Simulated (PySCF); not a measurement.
**Sn(OAc)Me3: geometry, NMR shifts and electronic excitations**

What NMR shifts and electronic excitations should Sn(OAc)Me3 (`CC(=O)[O][Sn]([CH3])([CH3])[CH3]`) show?

The runs use PySCF 2.14.0, with density-fitted response routines of our own; the level of theory stands in each step. All values are computed, except where a source is named. Atoms are numbered from 0 throughout.

### Step 1. The starting structure

20 atoms, charge 0, multiplicity 1; geometry from: GFN2-xTB. The atoms were then displaced at random by about 0.03 Å, so the start is not that level's minimum.

Bonds of the start (Å): Sn0–O1 2.14, Sn0–C8 2.13, Sn0–C12 2.38, Sn0–C16 2.14, O1–C2 1.27, C2–C3 1.53, C2–O4 1.23, C3–H5 1.05, C3–H6 1.07, C3–H7 1.14, C8–H9 1.06, C8–H10 1.12, C8–H11 1.09, C12–H13 1.03, C12–H14 1.09, C12–H15 1.04, C16–H17 1.12, C16–H18 1.13, C16–H19 1.08.

### Step 2. Optimising the geometry at PBE0-D3(BJ)/def2-SVP

The job: settings as JSON, then the geometry in Å.

```
{"job": {"xc": "PBE0", "basis": "def2-SVP", "d3": "d3bj", "grid": 1, "maxiter": 40, "shake": 0.03, "kind": "geom"}, "charge": 0, "multiplicity": 1}
Sn    -0.085330    -0.335080    -0.942960
O     -0.268450    -0.423410     1.186180
C      0.273370     0.588740     1.718750
C      0.416780     0.587360     3.242550
O      0.852230     1.462740     1.069220
H      0.795380     1.482960     3.632250
H      0.857460    -0.318440     3.603660
H     -0.666940     0.554870     3.581110
C      2.004230    -0.320860    -1.352830
H      2.448960     0.601740    -1.099220
H      2.127960    -0.527750    -2.443230
H      2.480670    -1.135500    -0.816180
C     -1.357160     1.605890    -1.465680
H     -1.526120     1.623930    -2.479850
H     -0.690490     2.397690    -1.136700
H     -2.208140     1.614300    -0.862430
C     -1.230720    -2.105230    -1.308390
H     -2.232690    -2.073230    -0.798880
H     -0.679580    -2.989400    -0.877670
H     -1.448990    -2.277170    -2.350360
```

Run with:

```bash
$ OMP_NUM_THREADS=1 python probes_run.py task.json out
```

One launch serves the whole session: the jobs run in the order shown.

**Question.** This job is followed by: GIAO PBE0/pcSseg-1 Sn:def2-TZVP NMR shielding, non-relativistic, gas phase; TDDFT B3LYP/def2-SVPD, vertical, gas phase, core orbitals frozen in the response; GIAO wB97X-D/pcSseg-1 Sn:def2-TZVP NMR shielding, non-relativistic, gas phase. Predict these results of the whole session: rotational constants (main isotopes); 13C shifts against TMS (PBE0/def2-TZVP+pcSseg-1, means over atoms taken as alike); 1H shifts against TMS (PBE0/def2-TZVP+pcSseg-1, means over atoms taken as alike); 17O shifts against H2O (PBE0/def2-TZVP+pcSseg-1); surface potential, 1st and 99th percentile; lowest singlet (B3LYP/def2-SVPD); brightest single state of those computed; lowest triplet; range of the shift of O1.

As calculated:

| quantity | value |
| --- | --- |
| rotational constants (main isotopes) | 2.04, 0.88, 0.84 GHz |
| 13C shifts against TMS (PBE0/def2-TZVP+pcSseg-1, means over atoms taken as alike) | 181.8, 21.6, -2.5 ppm |
| 1H shifts against TMS (PBE0/def2-TZVP+pcSseg-1, means over atoms taken as alike) | 2.02, 0.39 ppm |
| 17O shifts against H2O (PBE0/def2-TZVP+pcSseg-1) | 443.4, 262.0 ppm |
| surface potential, 1st and 99th percentile | -1.75 V and 1.22 V |
| lowest singlet (B3LYP/def2-SVPD) | 5.89 eV (210 nm), f = 0.000 |
| brightest single state of those computed | state 4, 6.82 eV, f = 0.105 |
| lowest triplet | 5.45 eV |
| range of the shift of O1 | 253.2 to 262.0 ppm |

In words: The start was shaken at random, so part of the energy gained undoes that. Relaxing lowered the energy by 0.891 eV in 8 steps; the close pair that moved most is Sn0–C12, from 2.379 to 2.138 Å. No frequency check was run at this level, so the end point may be a saddle. At PBE0/def2-TZVP+pcSseg-1: The largest span, 466 ppm, is at O4, where the paramagnetic term is -517 ppm. The first singlet state (HOMO→LUMO+1 0.86) lies at 5.89 eV and is dark; of the 10 states computed, the strongest absorption comes from state 4 at 6.82 eV. The lowest triplet lies 0.44 eV below the lowest singlet (triplets in Tamm-Dancoff, singlets in full TDDFT). Spin-orbit coupling, left out, mixes singlets and triplets in elements this heavy. Across the 2 runs the shift of O1 moves most, between 253.2 (wB97X-D/def2-TZVP+pcSseg-1) and 262.0 ppm (PBE0/def2-TZVP+pcSseg-1). Spin-orbit coupling is left out, which matters for shieldings and couplings at and beside the heavy atoms.
